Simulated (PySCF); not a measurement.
# C₂H₅BF₃−: NMR shifts at several levels of theory

How much do the NMR shifts of C₂H₅BF₃− (`[BH3-]CC(F)(F)F`) depend on the level of theory, and what does each level cost?

Computed with PySCF 2.14.0, with density-fitted response routines of our own, on a single molecule in the gas phase. Atoms are numbered from 0 throughout.

## (1) The molecule as given

11 atoms, charge -1, multiplicity 1; geometry from: GFN2-xTB.

Bonds of the start (Å): B0–C1 1.68, C1–C2 1.47, C2–F3 1.35, C2–F4 1.40, C2–F5 1.35, B0–H6 1.21, B0–H7 1.21, B0–H8 1.22, C1–H9 1.09, C1–H10 1.09.

## (2) Optimising the geometry at PBE0-D3(BJ)/def2-SVP

The job: settings as JSON, then the geometry in Å.

```
{"job": {"xc": "PBE0", "basis": "def2-SVP", "d3": "d3bj", "grid": 1, "kind": "geom"}, "charge": -1, "multiplicity": 1}
B     -1.386941     0.196346     0.396622
C      0.039429    -0.645338     0.120857
C      1.210721     0.238336    -0.025522
F      1.166875     1.093355    -1.067140
F      2.412290    -0.450485    -0.254574
F      1.511125     0.989144     1.053267
H     -1.288202     0.832283     1.423614
H     -1.608534     0.932764    -0.540130
H     -2.275091    -0.627318     0.499058
H      0.254472    -1.323112     0.948815
H     -0.030718    -1.233304    -0.795899
```

The program printed:

```text
step   0  E = -402.93067066  max force = 0.030539
step   1  E = -402.93189056  max force = 0.026012
step   2  E = -402.93316919  max force = 0.007238
step   3  E = -402.93348935  max force = 0.002555
step   4  E = -402.93351112  max force = 0.000741
step   5  E = -402.93351534  max force = 0.000333
optimisation converged
```

It took 23 s on 1 thread, shared host.

Relaxation path:

```csv
step,energy from step 0 (eV),largest force component (eV/Å)
0,0.0000,1.5704
1,-0.0332,1.3376
2,-0.0680,0.3722
3,-0.0767,0.1314
4,-0.0773,0.0381
5,-0.0774,0.0171
```

Close pairs (by a distance rule), those that changed most:

```csv
bond,before (Å),after (Å),change (Å)
B0–H6,1.212,1.245,+0.033
B0–H7,1.212,1.245,+0.033
B0–H8,1.216,1.249,+0.033
C2–F4,1.404,1.372,-0.031
B0–C1,1.679,1.654,-0.025
C1–H10,1.091,1.105,+0.013
C1–H9,1.091,1.105,+0.013
C1–C2,1.475,1.486,+0.011
```

The next job starts from the end point, and lists it.

```csv
at the end point,value
point group (found at 0.08 Å tolerance),Cs
"rotational constants (GHz, main isotopes)","5.221, 2.619, 2.602"
```

## (3) Shielding tensors: WP04/pcSseg-2

The job: settings as JSON, then the geometry in Å.

```
{"job": {"kind": "nmr", "xc": "WP04", "basis": "pcSseg-2", "pop": false}, "charge": -1, "multiplicity": 1}
B     -1.298869     0.518432     0.415124
C     -0.111122    -0.598911     0.138835
C      1.266332    -0.077441    -0.056114
F      1.388167     0.760045    -1.103773
F      2.187549    -1.065567    -0.297892
F      1.753562     0.582358     1.012465
H     -1.054695     1.169904     1.448102
H     -1.403623     1.293925    -0.553568
H     -2.375998    -0.094966     0.565028
H     -0.039566    -1.315246     0.976819
H     -0.332020    -1.195988    -0.764029
```

Method: GIAO WP04/pcSseg-2 NMR shielding, non-relativistic, gas phase.

The program printed:

```text
coarse grid: 9616 points
cycle   1  E = -411.3664762342  dE =  5.330e-01  |g| = 1.415e+00  |ddm| = 2.058e+00
cycle   2  E = -410.9631774358  dE =  4.033e-01  |g| = 2.167e+00  |ddm| = 1.845e+00
cycle   3  E = -411.6953486296  dE = -7.322e-01  |g| = 1.651e-01  |ddm| = 1.107e+00
cycle   4  E = -411.7004665173  dE = -5.118e-03  |g| = 7.365e-02  |ddm| = 1.731e-01
cycle   5  E = -411.7017888539  dE = -1.322e-03  |g| = 1.607e-02  |ddm| = 6.307e-02
cycle   6  E = -411.7018430845  dE = -5.423e-05  |g| = 4.097e-03  |ddm| = 1.208e-02
cycle   7  E = -411.7018461919  dE = -3.107e-06  |g| = 4.882e-04  |ddm| = 2.800e-03
final grid: 95296 points
cycle   8  E = -411.7009562521  dE = -1.517e-04  |g| = 8.151e-03  |ddm| = 6.188e-02
cycle   9  E = -411.7009405315  dE =  1.572e-05  |g| = 1.269e-02  |ddm| = 1.011e-02
cycle  10  E = -411.7009680239  dE = -2.749e-05  |g| = 5.883e-04  |ddm| = 5.856e-03
cycle  11  E = -411.7009680417  dE = -1.783e-08  |g| = 4.296e-04  |ddm| = 5.016e-04
cycle  12  E = -411.7009680779  dE = -3.621e-08  |g| = 6.938e-05  |ddm| = 2.876e-04
cycle  13  E = -411.7009680786  dE = -7.390e-10  |g| = 2.746e-05  |ddm| = 4.977e-05
converged SCF energy = -411.7009680786

GIAO shielding tensors (ppm)
atom      isotropic    diamagn.    paramagn.     s11        s22        s33       span
  0 B      128.705     181.496     -52.791    123.125    123.701    139.287     16.162
  1 C      141.671     244.081    -102.410    121.453    140.843    162.716     41.264
  2 C       19.060     239.266    -220.206     -4.590     13.201     48.570     53.160
  3 F      255.690     474.022    -218.332    155.451    259.418    352.201    196.749
  4 F      234.624     473.469    -238.844    128.738    209.874    365.261    236.524
  5 F      255.653     472.976    -217.323    155.528    258.500    352.931    197.403
  6 H       31.232      30.204       1.028     29.057     30.285     34.355      5.298
  7 H       31.234      30.331       0.903     29.059     30.285     34.357      5.298
  8 H       31.387      29.812       1.575     29.369     30.106     34.684      5.315
  9 H       30.707      31.075      -0.368     27.116     30.603     34.403      7.286
 10 H       30.709      31.501      -0.792     27.116     30.606     34.405      7.289
```

Run time: 31 s. Hardware: 1 thread, shared host.

The references, computed at this level on geometries of the same kind, shield at (ppm): 1H TMS 31.61, 13C TMS 172.1, 19F CFCl3 177.3, 11B BF3·OEt2 94.2. Their shielding less the atom's gives the shift. The references are single molecules in the gas phase, so shifts against H2O, NH3, PH3, H3PO4 or CFCl3 are not on the usual liquid scales and can be off by tens of ppm. Atoms listed in one row are averaged.

```csv
atoms,environment,σ (ppm),δ (ppm)
C2,CF3 carbon,19.1,153.0
C1,sp3 CH2 bonded to B,141.7,30.4
"H9, H10",hydrogen on an sp3 CH2 bonded to B,30.71,0.90
"H6, H7, H8",hydrogen on a boron bonded to C,31.28,0.33
B0,"boron bonded to C, 3 H",128.7,-34.5
"F3, F4, F5",fluorine of a CF3 group,248.7,-71.3
```

## (4) NMR shieldings: B97-2/pcSseg-2

Settings changed since step 3:

```diff
@@ -1,2 +1,2 @@
-{"job": {"kind": "nmr", "xc": "WP04", "basis": "pcSseg-2", "pop": false}, "charge": -1, "multiplicity": 1}
+{"job": {"kind": "nmr", "xc": "B97-2", "basis": "pcSseg-2", "pop": false}, "charge": -1, "multiplicity": 1}
 B     -1.298869     0.518432     0.415124
```

With the program's defaults for keys left out, this is: GIAO B97-2/pcSseg-2 NMR shielding, non-relativistic, gas phase.

The program printed:

```text
coarse grid: 9616 points
cycle   1  E = -403.5006411578  dE =  5.772e-01  |g| = 1.012e+00  |ddm| = 2.088e+00
cycle   2  E = -403.3538465272  dE =  1.468e-01  |g| = 1.433e+00  |ddm| = 1.430e+00
cycle   3  E = -403.6971972791  dE = -3.434e-01  |g| = 8.487e-02  |ddm| = 7.514e-01
cycle   4  E = -403.6985876244  dE = -1.390e-03  |g| = 4.579e-02  |ddm| = 1.084e-01
cycle   5  E = -403.6990862056  dE = -4.986e-04  |g| = 7.302e-03  |ddm| = 3.731e-02
cycle   6  E = -403.6990976002  dE = -1.139e-05  |g| = 2.148e-03  |ddm| = 6.571e-03
cycle   7  E = -403.6990985523  dE = -9.521e-07  |g| = 3.241e-04  |ddm| = 1.679e-03
final grid: 95296 points
cycle   8  E = -403.6937092026  dE = -1.137e-04  |g| = 8.309e-03  |ddm| = 5.517e-02
cycle   9  E = -403.6937041938  dE =  5.009e-06  |g| = 1.012e-02  |ddm| = 8.638e-03
cycle  10  E = -403.6937183143  dE = -1.412e-05  |g| = 8.959e-04  |ddm| = 4.603e-03
cycle  11  E = -403.6937184479  dE = -1.336e-07  |g| = 2.882e-04  |ddm| = 7.470e-04
cycle  12  E = -403.6937184676  dE = -1.967e-08  |g| = 5.289e-05  |ddm| = 2.822e-04
cycle  13  E = -403.6937184682  dE = -5.891e-10  |g| = 1.477e-05  |ddm| = 4.826e-05
converged SCF energy = -403.6937184682

GIAO shielding tensors (ppm)
atom      isotropic    diamagn.    paramagn.     s11        s22        s33       span
  0 B      138.559     182.882     -44.323    132.243    133.091    150.342     18.099
  1 C      155.231     245.266     -90.035    137.249    152.930    175.515     38.266
  2 C       38.421     238.179    -199.758     18.310     33.869     63.085     44.775
  3 F      258.312     471.244    -212.932    162.828    266.662    345.445    182.617
  4 F      233.977     470.399    -236.421    133.230    210.808    357.894    224.664
  5 F      258.252     470.142    -211.890    162.847    265.590    346.321    183.474
  6 H       30.653      29.581       1.072     28.292     29.659     34.008      5.716
  7 H       30.654      29.639       1.014     28.292     29.658     34.011      5.719
  8 H       30.787      29.375       1.412     28.550     29.476     34.336      5.786
  9 H       30.420      30.811      -0.391     26.529     30.287     34.445      7.916
 10 H       30.422      31.218      -0.796     26.528     30.290     34.449      7.921
```

It took 30 s on 1 thread, shared host.

Key values: δ C2 145.0, C1 28.2, B0 -38.4, F3 -72.8, H9 0.94, H6 0.66 ppm (means over like atoms).

## (5) Shielding tensors: BHandHLYP/pcSseg-2

Settings changed since step 4:

```diff
@@ -1,2 +1,2 @@
-{"job": {"kind": "nmr", "xc": "B97-2", "basis": "pcSseg-2", "pop": false}, "charge": -1, "multiplicity": 1}
+{"job": {"kind": "nmr", "xc": "BHandHLYP", "basis": "pcSseg-2", "pop": false}, "charge": -1, "multiplicity": 1}
 B     -1.298869     0.518432     0.415124
```

Level: GIAO BHandHLYP/pcSseg-2 NMR shielding, non-relativistic, gas phase.

The program printed:

```text
coarse grid: 9616 points
cycle   1  E = -403.4698888995  dE =  6.352e-01  |g| = 9.630e-01  |ddm| = 2.047e+00
cycle   2  E = -403.4772043424  dE = -7.315e-03  |g| = 1.043e+00  |ddm| = 1.004e+00
cycle   3  E = -403.6459414159  dE = -1.687e-01  |g| = 5.998e-02  |ddm| = 4.359e-01
cycle   4  E = -403.6466066476  dE = -6.652e-04  |g| = 3.400e-02  |ddm| = 6.852e-02
cycle   5  E = -403.6468953021  dE = -2.887e-04  |g| = 4.216e-03  |ddm| = 2.897e-02
cycle   6  E = -403.6468997274  dE = -4.425e-06  |g| = 1.300e-03  |ddm| = 4.217e-03
final grid: 95296 points
cycle   7  E = -403.6459777748  dE = -3.525e-05  |g| = 3.759e-03  |ddm| = 2.685e-02
cycle   8  E = -403.6459781129  dE = -3.381e-07  |g| = 3.616e-03  |ddm| = 4.053e-03
cycle   9  E = -403.6459803211  dE = -2.208e-06  |g| = 3.132e-04  |ddm| = 1.710e-03
cycle  10  E = -403.6459803345  dE = -1.336e-08  |g| = 1.531e-04  |ddm| = 2.862e-04
cycle  11  E = -403.6459803392  dE = -4.737e-09  |g| = 1.532e-05  |ddm| = 1.040e-04
cycle  12  E = -403.6459803393  dE = -5.025e-11  |g| = 6.376e-06  |ddm| = 1.855e-05
converged SCF energy = -403.6459803393

GIAO shielding tensors (ppm)
atom      isotropic    diamagn.    paramagn.     s11        s22        s33       span
  0 B      139.314     179.129     -39.815    133.044    134.444    150.454     17.411
  1 C      155.872     242.283     -86.412    137.422    153.688    176.505     39.083
  2 C       42.573     236.534    -193.961     20.605     36.564     70.549     49.944
  3 F      269.336     470.783    -201.447    171.500    278.794    357.714    186.214
  4 F      245.034     470.437    -225.403    143.116    223.319    368.666    225.550
  5 F      269.250     469.798    -200.548    171.512    277.734    358.505    186.993
  6 H       30.753      29.105       1.648     28.298     29.803     34.158      5.860
  7 H       30.754      29.110       1.644     28.299     29.800     34.163      5.863
  8 H       30.903      29.130       1.772     28.592     29.549     34.568      5.976
  9 H       30.614      30.691      -0.077     26.715     30.363     34.764      8.049
 10 H       30.616      31.011      -0.395     26.714     30.367     34.766      8.052
```

Wall time 30 s (1 thread, shared host).

Key values: δ C2 141.7, C1 28.4, B0 -35.8, F3 -59.2, H9 0.83, H6 0.65 ppm (means over like atoms).

## (6) Nuclear shieldings: CAM-B3LYP/pcSseg-2

Settings changed since step 5:

```diff
@@ -1,2 +1,2 @@
-{"job": {"kind": "nmr", "xc": "BHandHLYP", "basis": "pcSseg-2", "pop": false}, "charge": -1, "multiplicity": 1}
+{"job": {"kind": "nmr", "xc": "CAM-B3LYP", "basis": "pcSseg-2", "pop": false}, "charge": -1, "multiplicity": 1}
 B     -1.298869     0.518432     0.415124
```

Method: GIAO CAM-B3LYP/pcSseg-2 NMR shielding, non-relativistic, gas phase.

The program printed:

```text
coarse grid: 9616 points
cycle   1  E = -403.5159788900  dE =  6.492e-01  |g| = 1.014e+00  |ddm| = 2.034e+00
cycle   2  E = -403.4766898153  dE =  3.929e-02  |g| = 1.245e+00  |ddm| = 1.091e+00
cycle   3  E = -403.7068435450  dE = -2.302e-01  |g| = 7.639e-02  |ddm| = 4.937e-01
cycle   4  E = -403.7080630883  dE = -1.220e-03  |g| = 3.576e-02  |ddm| = 7.769e-02
cycle   5  E = -403.7083487813  dE = -2.857e-04  |g| = 5.246e-03  |ddm| = 2.941e-02
cycle   6  E = -403.7083554532  dE = -6.672e-06  |g| = 1.654e-03  |ddm| = 5.587e-03
final grid: 95296 points
cycle   7  E = -403.7062253318  dE = -6.128e-05  |g| = 5.208e-03  |ddm| = 3.017e-02
cycle   8  E = -403.7062247787  dE =  5.531e-07  |g| = 5.726e-03  |ddm| = 5.255e-03
cycle   9  E = -403.7062299275  dE = -5.149e-06  |g| = 4.813e-04  |ddm| = 2.441e-03
cycle  10  E = -403.7062299593  dE = -3.184e-08  |g| = 2.171e-04  |ddm| = 4.034e-04
cycle  11  E = -403.7062299687  dE = -9.378e-09  |g| = 2.725e-05  |ddm| = 1.483e-04
cycle  12  E = -403.7062299689  dE = -1.592e-10  |g| = 9.592e-06  |ddm| = 2.980e-05
converged SCF energy = -403.7062299689

GIAO shielding tensors (ppm)
atom      isotropic    diamagn.    paramagn.     s11        s22        s33       span
  0 B      137.980     178.960     -40.980    131.210    132.651    150.079     18.870
  1 C      153.051     242.112     -89.062    133.751    150.083    175.319     41.568
  2 C       33.197     236.622    -203.424     11.934     28.553     59.106     47.172
  3 F      255.838     471.166    -215.328    157.352    265.489    344.674    187.323
  4 F      230.240     470.813    -240.573    126.505    206.759    357.455    230.950
  5 F      255.754     470.136    -214.382    157.332    264.345    345.585    188.254
  6 H       30.598      28.888       1.711     28.193     29.624     33.978      5.784
  7 H       30.599      28.848       1.751     28.194     29.622     33.981      5.788
  8 H       30.750      28.985       1.765     28.464     29.419     34.365      5.901
  9 H       30.410      30.817      -0.407     26.549     30.296     34.385      7.836
 10 H       30.412      31.053      -0.642     26.548     30.301     34.387      7.840
```

Wall time 41 s (1 thread, shared host).

Key values: δ C2 149.4, C1 29.5, B0 -40.1, F3 -61.3, H9 0.93, H6 0.69 ppm (means over like atoms).

## (7) Shielding tensors: wB97X-D/pcSseg-2

Settings changed since step 6:

```diff
@@ -1,2 +1,2 @@
-{"job": {"kind": "nmr", "xc": "CAM-B3LYP", "basis": "pcSseg-2", "pop": false}, "charge": -1, "multiplicity": 1}
+{"job": {"kind": "nmr", "xc": "wB97X-D", "basis": "pcSseg-2", "pop": false}, "charge": -1, "multiplicity": 1}
 B     -1.298869     0.518432     0.415124
```

Level: GIAO wB97X-D/pcSseg-2 NMR shielding, non-relativistic, gas phase.

The program printed:

```text
coarse grid: 9616 points
cycle   1  E = -403.5226833581  dE =  6.668e-01  |g| = 1.000e+00  |ddm| = 2.062e+00
cycle   2  E = -403.5286015575  dE = -5.918e-03  |g| = 1.116e+00  |ddm| = 9.506e-01
cycle   3  E = -403.7075892041  dE = -1.790e-01  |g| = 6.983e-02  |ddm| = 4.127e-01
cycle   4  E = -403.7086305018  dE = -1.041e-03  |g| = 3.037e-02  |ddm| = 6.319e-02
cycle   5  E = -403.7088506947  dE = -2.202e-04  |g| = 5.459e-03  |ddm| = 3.145e-02
cycle   6  E = -403.7088593356  dE = -8.641e-06  |g| = 1.684e-03  |ddm| = 8.558e-03
final grid: 95296 points
cycle   7  E = -403.7110107407  dE = -2.220e-04  |g| = 1.299e-02  |ddm| = 5.047e-02
cycle   8  E = -403.7110116991  dE = -9.584e-07  |g| = 1.329e-02  |ddm| = 1.184e-02
cycle   9  E = -403.7110347589  dE = -2.306e-05  |g| = 9.317e-04  |ddm| = 4.767e-03
cycle  10  E = -403.7110349224  dE = -1.636e-07  |g| = 3.862e-04  |ddm| = 9.820e-04
cycle  11  E = -403.7110349535  dE = -3.106e-08  |g| = 4.975e-05  |ddm| = 4.962e-04
cycle  12  E = -403.7110349543  dE = -8.255e-10  |g| = 2.610e-05  |ddm| = 1.194e-04
converged SCF energy = -403.7110349543

GIAO shielding tensors (ppm)
atom      isotropic    diamagn.    paramagn.     s11        s22        s33       span
  0 B      140.123     180.777     -40.654    133.712    134.844    151.811     18.099
  1 C      155.849     244.268     -88.419    137.296    152.622    177.628     40.331
  2 C       37.265     238.308    -201.043     16.856     32.733     62.206     45.350
  3 F      258.535     470.032    -211.497    161.952    268.055    345.599    183.647
  4 F      234.709     469.620    -234.911    133.101    212.489    358.537    225.436
  5 F      258.491     469.061    -210.570    162.004    266.974    346.496    184.492
  6 H       30.619      29.113       1.507     28.179     29.653     34.027      5.848
  7 H       30.621      29.130       1.491     28.180     29.652     34.032      5.852
  8 H       30.764      29.088       1.676     28.437     29.421     34.434      5.997
  9 H       30.479      30.763      -0.284     26.560     30.293     34.585      8.024
 10 H       30.480      31.093      -0.613     26.559     30.295     34.587      8.028
```

It took 38 s on 1 thread, shared host.

This run: δ C2 147.2, C1 28.6, B0 -40.2, F3 -64.2, H9 0.88, H6 0.69 ppm (means over like atoms).

## (8) NMR shieldings: LC-wPBE/pcSseg-2

Settings changed since step 7:

```diff
@@ -1,2 +1,2 @@
-{"job": {"kind": "nmr", "xc": "wB97X-D", "basis": "pcSseg-2", "pop": false}, "charge": -1, "multiplicity": 1}
+{"job": {"kind": "nmr", "xc": "LC-wPBE", "basis": "pcSseg-2", "pop": false}, "charge": -1, "multiplicity": 1}
 B     -1.298869     0.518432     0.415124
```

Method: GIAO LC-wPBE/pcSseg-2 NMR shielding, non-relativistic, gas phase.

The program printed:

```text
coarse grid: 9616 points
cycle   1  E = -403.4095776579  dE =  7.299e-01  |g| = 1.019e+00  |ddm| = 2.023e+00
cycle   2  E = -403.4354050576  dE = -2.583e-02  |g| = 1.091e+00  |ddm| = 9.057e-01
cycle   3  E = -403.6001891868  dE = -1.648e-01  |g| = 6.869e-02  |ddm| = 3.828e-01
cycle   4  E = -403.6012144758  dE = -1.025e-03  |g| = 2.949e-02  |ddm| = 6.107e-02
cycle   5  E = -403.6014165289  dE = -2.021e-04  |g| = 5.171e-03  |ddm| = 2.972e-02
cycle   6  E = -403.6014250968  dE = -8.568e-06  |g| = 1.489e-03  |ddm| = 7.330e-03
final grid: 95296 points
cycle   7  E = -403.6063680805  dE = -1.720e-04  |g| = 1.198e-02  |ddm| = 4.118e-02
cycle   8  E = -403.6063677354  dE =  3.451e-07  |g| = 1.293e-02  |ddm| = 8.912e-03
cycle   9  E = -403.6063887852  dE = -2.105e-05  |g| = 4.238e-04  |ddm| = 4.098e-03
cycle  10  E = -403.6063888269  dE = -4.174e-08  |g| = 2.531e-04  |ddm| = 5.388e-04
cycle  11  E = -403.6063888405  dE = -1.362e-08  |g| = 4.548e-05  |ddm| = 1.884e-04
cycle  12  E = -403.6063888412  dE = -6.373e-10  |g| = 2.384e-05  |ddm| = 7.629e-05
converged SCF energy = -403.6063888412

GIAO shielding tensors (ppm)
atom      isotropic    diamagn.    paramagn.     s11        s22        s33       span
  0 B      142.317     180.232     -37.915    136.006    137.402    153.544     17.538
  1 C      160.206     243.608     -83.402    141.501    155.833    183.284     41.782
  2 C       37.603     238.512    -200.909     17.797     33.881     61.130     43.333
  3 F      260.047     470.090    -210.043    163.619    271.123    345.400    181.781
  4 F      237.074     469.463    -232.388    135.447    217.045    358.731    223.283
  5 F      260.008     469.043    -209.035    163.649    270.066    346.308    182.660
  6 H       30.648      29.049       1.598     28.085     29.709     34.150      6.065
  7 H       30.648      29.030       1.618     28.085     29.704     34.156      6.070
  8 H       30.805      29.116       1.689     28.353     29.396     34.667      6.314
  9 H       30.478      30.923      -0.445     26.452     30.144     34.840      8.388
 10 H       30.480      31.206      -0.726     26.450     30.148     34.843      8.393
```

Wall time 51 s (1 thread, shared host).

In short: δ C2 150.7, C1 28.1, B0 -43.4, F3 -48.7, H9 0.84, H6 0.62 ppm (means over like atoms).

## (9) Run by run: NMR shifts

Shifts (ppm), means over like atoms, with basis size and wall time:

```csv
run,C2,C1,H9,H6,B0,F3,functions,time
WP04/pcSseg-2,153.0,30.4,0.90,0.33,-34.5,-71.3,286,31 s
B97-2/pcSseg-2,145.0,28.2,0.94,0.66,-38.4,-72.8,286,30 s
BHandHLYP/pcSseg-2,141.7,28.4,0.83,0.65,-35.8,-59.2,286,30 s
CAM-B3LYP/pcSseg-2,149.4,29.5,0.93,0.69,-40.1,-61.3,286,41 s
wB97X-D/pcSseg-2,147.2,28.6,0.88,0.69,-40.2,-64.2,286,38 s
LC-wPBE/pcSseg-2,150.7,28.1,0.84,0.62,-43.4,-48.7,286,51 s
```

## (10) Outcome

```
                                                                 quantity                 value
                                                              point group                    Cs
                                     rotational constants (main isotopes)  5.22, 2.62, 2.60 GHz
                                   13C shifts against TMS (WP04/pcSseg-2)       153.0, 30.4 ppm
   1H shifts against TMS (WP04/pcSseg-2, means over atoms taken as alike)        0.90, 0.33 ppm
                              11B shifts against BF3·OEt2 (WP04/pcSseg-2)             -34.5 ppm
19F shifts against CFCl3 (WP04/pcSseg-2, means over atoms taken as alike)             -71.3 ppm
                                                 range of the shift of F3    -72.8 to -48.7 ppm
```

What this shows: Single values in the summary come from the first run of each kind that ended normally (WP04/pcSseg-2), which need not be the best level. Relaxing lowered the energy by 0.077 eV in 5 steps; the close pair that moved most is B0–H6, from 1.212 to 1.245 Å. No frequency check was run at this level, so the end point may be a saddle. At WP04/pcSseg-2: Shielding is most anisotropic at F3, F4, F5 (span 210 ppm, paramagnetic term -225 ppm). Across the 6 runs the shift of F3 (with its like atoms) moves most, between -72.8 (B97-2/pcSseg-2) and -48.7 ppm (LC-wPBE/pcSseg-2). Most of that comes from the computed reference, not from the atom's own shielding.
